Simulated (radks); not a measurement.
# Au³⁵⁺ in [Kr] 4d8: an all-electron calculation

One table from this session's results is given with a row withheld; the runs are named, their logs left out.

Program: radks (a radial shooting solver on a logarithmic mesh, Libxc functionals) version 1. Level of theory: scalar-relativistic Kohn-Sham, BLYP, spin-unpolarised, spherical densities, point nucleus. These are calculated values, not measurements, unless marked.

## What is computed

| Quantity | Value |
| --- | --- |
| element | gold (Z = 79) |
| charge | +35 |
| electrons | 44 |
| configuration | [Kr] 4d8 |

The outer shells:

Au³⁵⁺
```
[Kr] core
4d [↑↓][↑↓][↑↓][↑ ][↑ ]
```

Set-up of the first run:

Settings of this run:

```text
Z 79
configuration [Kr] 4d8 5s0 5p0
relativity scalar-relativistic
functional b88,lyp
spin unpolarised
nucleus point
c 137.035999084
```

Command:

```
$ python run_ks.py task.json out
```

The same process makes all the runs of this session.

One table of the session follows, with a row left open; its other results are not shown here.

It belongs to the step «Shells». Sizes of the orbitals, from the radial functions (bohr):

| level | <r> | outermost maximum (interpolated) | 90 % within | nodes |
| --- | --- | --- | --- | --- |
| 1s | 0.01686 | 0.0104 | 0.0308 | 0 |
| 2s | 0.07112 | 0.0602 | 0.110 | 1 |
| 2p | 0.06425 | 0.0498 | 0.105 | 0 |
| 3s | 0.1828 | 0.169 | 0.268 | 2 |
| 3p | 0.1837 | 0.169 | 0.274 | 1 |
| 3d | 0.1662 | 0.137 | 0.257 | 0 |
| 4s | ? | ? | ? | ? |
| 4p | 0.3947 | 0.383 | 0.564 | 2 |
| 4d | 0.3971 | 0.379 | 0.579 | 1 |
| 5s | 0.6796 | 0.686 | 0.944 | 4 |
| 5p | 0.7130 | 0.722 | 0.995 | 3 |

Estimate the missing values for 4s.

The run gave: <r>: 0.3794; outermost maximum (interpolated): 0.368; 90 % within: 0.538; nodes: 3. In the column «<r>» it lies between 3p (0.1837) and 4p (0.3947).

Caveats from the session: Spin polarisation and multiplet splitting are left out.
